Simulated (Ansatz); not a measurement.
# ZnSb2C (II-IV-V2 ordering on zincblende lattice): testing the settings of Wannier runs

Aim: run 2 Wannier inputs for ZnSb2C (II-IV-V2 ordering on zincblende lattice) as typed, and read from each log whether it ends well.

Program: Ansatz 0.2.0. Level of theory: plane waves, PAW; the settings change from run to run, as each input shows. These are calculated values, not measurements.

### 1 The system as given

It takes space group P-4m2 (No. 115, tetragonal). The conventional cell has a = 3.827 Å, b = 3.827 Å, c = 5.971 Å, α = 90.00°, β = 90.00°, γ = 90.00°. Around Zn (site symmetry -4m2) lie 4 Sb at 2.58 Å. Sb (site symmetry 2mm) has 2 C at 2.28 Å and 2 Zn at 2.58 Å as nearest neighbours. C (site symmetry -4m2) is surrounded by 4 Sb at 2.28 Å.

Structure file:

```cif
data_structure
_symmetry_space_group_name_H-M 'P 1'
_symmetry_Int_Tables_number 1
_cell_length_a 3.8274
_cell_length_b 3.8274
_cell_length_c 5.9709
_cell_angle_alpha 90.000
_cell_angle_beta 90.000
_cell_angle_gamma 90.000
_cell_volume 87.47
loop_
_atom_site_label
_atom_site_type_symbol
_atom_site_fract_x
_atom_site_fract_y
_atom_site_fract_z
_atom_site_occupancy
Zn1 Zn 0.00000 0.00000 0.00000 1
Sb1 Sb 0.00000 0.50000 0.29097 1
C1 C 0.50000 0.50000 0.50000 1
Sb2 Sb 0.50000 0.00000 0.70903 1
```

The cell was relaxed beforehand with r2SCAN; those runs aren't shown.

### 2 Input 1

input.yaml reads:

```yaml
crystal:
  lattice:
    - [3.8273790815, 0.0, 0.0]
    - [0.0, 3.8273790815, 0.0]
    - [0.0, 0.0, 5.9708967051]
  atoms:
    - { symbol: Zn, position: [0.0, 0.0, 0.0] }
    - { symbol: Sb, position: [0.0, 0.5, 0.2909733445] }
    - { symbol: C, position: [0.5, 0.5, 0.5] }
    - { symbol: Sb, position: [0.5, 0.0, 0.7090266555] }
kpoints:
  mp_grid: { grid: [6, 6, 4] }
  band_path:
    path:
      - [[0.0, 0.0, 0.0], [-5.290576535418e-52, 0.5, 2.203290887618e-34], [0.5, 0.5, -1.282886473471e-19], [0.0, 0.0, 0.0], [-2.179427068974e-36, -8.577487258131e-52, 0.5], [-2.179427068974e-36, 0.5, 0.5], [0.5, 0.5, 0.5], [-2.179427068974e-36, -8.577487258131e-52, 0.5]]
      - [[-5.290576535418e-52, 0.5, 2.203290887618e-34], [-2.179427068974e-36, 0.5, 0.5]]
      - [[0.5, 0.5, -1.282886473471e-19], [0.5, 0.5, 0.5]]
    npoints: 10
hamiltonian:
  xc: pbe
scf:
  occupations: { method: fermi_dirac, width: 0.02 }
  n_extra_bands: 12
output:
  forces: false
  stress: false
  eigenvalues: true
  wannier:
    kmesh: [4, 4, 4]
    projections:
      - { species: C, l: s, shell: 2 }
      - { species: C, l: p, shell: 2 }
      - { species: Sb, l: s, shell: 5 }
      - { species: Sb, l: p, shell: 5 }
    minimise: true
    write_hr: true
    conv_tol: 1.0e-08
    max_iter: 1000
    disentanglement: { window: [16.27, 2.27] }
```

The run is started by

```console
ansatz run input.yaml --threads 4 --pin off --max-ram 3686MiB --backend cpu --events-out ev --progress --plain --runs-dir out
```

Standard output:

```text
Error: invalid value for `output.wannier.disentanglement.window`: [16.27, 2.27] eV must be finite with min < max
```

Run time: 0.08 s. Hardware: 4 threads of Arm Neoverse N1, shared host; peak memory 0.083 GiB.

**Diagnosis.** Refused before any calculation. The outer window runs backwards. Fix: put the lower energy first.

### 3 Input 2

Changes to input.yaml since step 2:

```diff
@@ -22,3 +22,3 @@
   occupations: { method: fermi_dirac, width: 0.02 }
-  n_extra_bands: 12
+  n_extra_bands: 9
 output:
@@ -29,7 +29,3 @@
     kmesh: [4, 4, 4]
-    projections:
-      - { species: C, l: s, shell: 2 }
-      - { species: C, l: p, shell: 2 }
-      - { species: Sb, l: s, shell: 5 }
-      - { species: Sb, l: p, shell: 5 }
+    projections: [{ species: C, l: p, shell: 2 }, { species: Sb, l: p, shell: 5 }]
     minimise: true
@@ -38,2 +34,2 @@
     max_iter: 1000
-    disentanglement: { window: [16.27, 2.27] }
+    disentanglement: { window: [-19.42, 20.31], frozen_window: [3.32, 10.8] }
```

The run is started by

```console
ansatz run input.yaml --threads 4 --pin off --max-ram 3686MiB --backend cpu --events-out ev --progress --plain --runs-dir out
```

Standard output:

```text
Warning: RAYON_NUM_THREADS=4 ignored (pool sized by the plan → 4); use --threads N
scf.n_extra_bands = 9 over 23 filled bands (N_el = 46.0): the run solves 32 bands
Engine: ansatz 0.2.0, aarch64-unknown-linux-gnu
Pseudopotentials: kind: paw
Pseudopotential: Zn, paw, valence charge 12, recommended cutoff 420 eV (normal), Zn.paw.azcp
Pseudopotential: Sb, paw, valence charge 15, recommended cutoff 420 eV (normal), Sb.paw.azcp
Pseudopotential: C, paw, valence charge 4, recommended cutoff 420 eV (normal), C.paw.azcp
Functional definition: PBE
  parameter kappa = 0.804
  parameter beta = 0.06672455060314922
  exchange = pbe_x(kappa = kappa, mu = beta*pi^2/3)
  correlation = pbe_c(beta = beta)
Crystal: 4 atoms, lattice volume = 87.467 Å³
Basis set: ecut = 420 eV, 1731 PW (Γ)
Bands: 32, of which v1, the nominal top of the filled ones, is band 23 counted from 1 (22 counted from 0)
Symmetry: 8 space group operations
Space group: P-4m2 (ITA 115), of the structure as read, at distance tolerance 4.4e-5 Å
k-points: 30 of 144 (time reversal used)
Non-local potential: Zn, projectors of the file, l = 0: 2, l = 1: 2, l = 2: 3, l = 3: 1
Non-local potential: Sb, projectors of the file, l = 0: 2, l = 1: 2, l = 2: 2, l = 3: 2
Non-local potential: C, projectors of the file, l = 0: 2, l = 1: 2, l = 2: 1
PAW form: soft (Blöchl's): semilocal exchange-correlation on the pseudo side does not see the compensation charge
PAW one-centre angular grid: Zn, 590 points (default); XC on 64 Gauss nodes
PAW one-centre angular grid: Sb, 590 points (default); XC on 64 Gauss nodes
PAW one-centre angular grid: C, 110 points (default); XC on 64 Gauss nodes
Initial density: superposition of atomic densities (neutral atoms: chi_scale 0, normalization atom), corrected by the library's trained network
Initial wavefunctions: pseudopotential atomic-orbital guess
Functional: x = pbe(κ = 0.804, μ = 0.2195149727645171), c = pbe(β = 0.06672455060314922)
SCF iter   1: F=—  HF=-16535.949714 eV  |F-HF|=—  |Δ(HF+E_count)|=         —  Δρ=3.98e-3  dr2=2.37e-2  ethr=1.77e-3  ⟨swp⟩=7.2  Hψ=4827  notcnv=0  defer=3
preconditioner: auto → Resta (q_TF=auto, 2.451 Å⁻¹)  ε∞=4.3  [insulator: Δε(μ)=0.153 eV  Ē_g=11.139 eV  σ=0.020 eV  W_gap=0.95  n_scr=20 (ndim 8)  ℏωp=20.2 eV  f_vac=0.017  D(μ)=0.08/eV (n_scr^D=0)  ε∞_Penn≈4.3]
SCF iter   2: F=—  HF=-16535.945105 eV  |F-HF|=—  |Δ(HF+E_count)|=   4.61e-3  Δρ=2.08e-3  dr2=4.63e-3  ethr=5.15e-5  ⟨swp⟩=3.1  Hψ=2033  notcnv=0  defer=84
SCF iter   3: F=—  HF=-16535.944150 eV  |F-HF|=—  |Δ(HF+E_count)|=   9.55e-4  Δρ=8.88e-4  dr2=9.69e-4  ethr=1.01e-5  ⟨swp⟩=2.0  Hψ=1236  notcnv=0  defer=84
SCF iter   4: F=—  HF=-16535.943980 eV  |F-HF|=—  |Δ(HF+E_count)|=   1.69e-4  Δρ=1.73e-4  dr2=3.86e-5  ethr=2.11e-6  ⟨swp⟩=2.0  Hψ=1201  notcnv=0  defer=84
SCF iter   5: F=—  HF=-16535.943987 eV  |F-HF|=—  |Δ(HF+E_count)|=   6.18e-6  Δρ=1.72e-4  dr2=1.90e-5  ethr=8.38e-8  ⟨swp⟩=2.0  Hψ=1565  notcnv=0  defer=84
SCF iter   6: F=—  HF=-16535.943980 eV  |F-HF|=—  |Δ(HF+E_count)|=   6.93e-6  Δρ=4.68e-5  dr2=1.69e-6  ethr=4.14e-8  ⟨swp⟩=2.0  Hψ=1207  notcnv=0  defer=84
SCF iter   7: F=—  HF=-16535.943979 eV  |F-HF|=—  |Δ(HF+E_count)|=   6.72e-7  Δρ=2.31e-5  dr2=3.93e-7  ethr=3.67e-9  ⟨swp⟩=2.8  Hψ=1572  notcnv=0  defer=84
SCF iter   8: F=-16535.943979 eV  HF=-16535.943979 eV  |F-HF|=1.94e-8  |Δ(HF+E_count)|=   2.66e-7  Δρ=4.61e-6  dr2=1.84e-8  ethr=2.17e-10  ⟨swp⟩=8.1  Hψ=3949  notcnv=0
SCF 1 converged in 8 iterations: F = -16535.943979 eV  dr2 = 1.84e-8
NSCF: frozen V_eff on 93 k-points
NSCF: frozen V_eff on 21 k-points
the Wannier pass solved 21 of the 64 points of its mesh, and has the states at the others by symmetry: states obtained by the crystal's operations at points that were solved too leave a residual of 3.30e-13 eV (read by the count's bands and the next), within 8.33e-6 eV
NSCF: frozen V_eff on 21 k-points
the Wannier pass solved 21 of the 64 points of its mesh, and has the states at the others by symmetry: states obtained by the crystal's operations at points that were solved too leave a residual of 2.90e-13 eV (read by the count's bands and the next), within 8.33e-6 eV
SCF converged after 8 iterations
Free energy (F): -16535.943979 eV
Harris-Foulkes:  -16535.943979 eV  (|F-HF|=1.94e-8)
Internal energy: -16535.943635 eV  (E = F + TS)
E sigma→0 (E₀):  -16535.943807 eV
Entropy (-TS):   -0.000345 eV (-0.086 meV/atom)
Fermi energy:    9.760998 eV
--- Per-component energies (eV) ---
  E_band       = -319.987740
  E_kinetic    = 628.998189
  E_local      = -5189.297708  (includes V_loc(G=0)·N_el)
  E_nonlocal   = 1364.261478
  E_hartree    = 2284.175925
  E_xc         = -461.415769
  E_vxc        = -303.086479  (∫ρ·V_xc dr)
  E_paw        = -11075.614842  (= ΣΔE_a)
  E_vpaw       = -1389.213637  (= ΣTr[D̂ρ^β])
  E_aug_tail   = -0.000380  (compensation charges beyond the density's cutoff)
  E_ewald      = -4087.050528
  E_smearing   = -0.000345  (= −TS)
  E_closure    = 0.000000  (closes the sum)
  Σ components = -16535.943979   (vs F -16535.943979, Δ=0.00e0)
--- Band table (eV; the first three rows and the last of 30) ---
  k-point 0: bands = ["-19.9275", "-19.9207", "-19.9047", "-19.9047", "-19.8729", "-19.8624", "-19.8498", "-19.8498", "-19.8387", "-19.8370", "-4.3743", "-0.4124", "1.2259", "1.8446", "1.8446", "1.9155", "1.9522", "1.9932", "5.5713", "5.5713", "7.8077", "8.6461", "10.2747", "10.5312", "10.5312", "12.3638", "12.3638", "12.7201", "13.5004", "16.0007", "17.9478", "17.9478"]
  k-point 1: bands = ["-19.9271", "-19.9211", "-19.9044", "-19.9044", "-19.8726", "-19.8627", "-19.8501", "-19.8501", "-19.8390", "-19.8367", "-4.2946", "-0.9976", "1.5028", "1.8371", "1.8371", "1.9030", "1.9932", "2.6494", "5.6607", "5.6607", "6.7660", "9.0923", "9.9216", "9.9216", "10.0896", "13.1343", "13.2204", "13.2204", "13.8216", "16.2828", "16.9059", "17.6373"]
  k-point 2: bands = ["-19.9265", "-19.9215", "-19.9041", "-19.9041", "-19.8722", "-19.8630", "-19.8505", "-19.8505", "-19.8393", "-19.8364", "-4.2042", "-1.4100", "1.5576", "1.8297", "1.8297", "1.9039", "1.9932", "3.6855", "5.6566", "5.7581", "5.7581", "9.4179", "9.4953", "9.4953", "9.8149", "13.7299", "13.9920", "13.9920", "14.1293", "15.4209", "17.0717", "17.1774"]
  k-point 29: bands = ["-19.9298", "-19.8955", "-19.8955", "-19.8906", "-19.8780", "-19.8780", "-19.8667", "-19.8473", "-19.8219", "-19.8219", "-1.6591", "-0.2322", "-0.2322", "1.8269", "1.8946", "1.9781", "2.1203", "2.1203", "4.7572", "4.7797", "5.3931", "5.6462", "5.6462", "12.1569", "12.3868", "12.7810", "12.7810", "14.1672", "14.5332", "14.5332", "14.6095", "17.7855"]
Error: a combination of the trial orbitals is all but absent from the optimal subspace at ik = 2: its weight there is 2.0e-15 of the largest combination's or less, which the computation cannot tell from zero, so that the projections give no starting gauge (the trial orbitals are those of output.wannier.projections, and ik = 2 is k-point 3 of the .win and .amn files); move output.wannier.disentanglement.frozen_window, whose bands are always kept in the subspace
```

It took 18 s on 4 threads of Arm Neoverse N1, shared host; peak memory 0.42 GiB.

What is wrong: It ended in an error. Some combination of the trial orbitals has almost no weight, at one k point, in the states chosen from the window. Fix: choose trial orbitals that match the bands, or move the windows as the message advises.

### 4 Summary

```tsv
input	settings	ended	fault	time
1	PBE, 12 functions, 4×4×4, window 16.27 to 2.27 eV	refused	the outer window runs backwards	0.08 s
2	PBE, 9 functions, 4×4×4, window -19.42 to 20.31 eV, frozen 3.32 to 10.8 eV	stopped by an error	some combination of the trial orbitals has almost no weight, at one k point, in the states chosen from the window	18 s
```

In words: 1 refused, 1 stopped by an error. No run passed without a fault or warning, so no result is quoted.
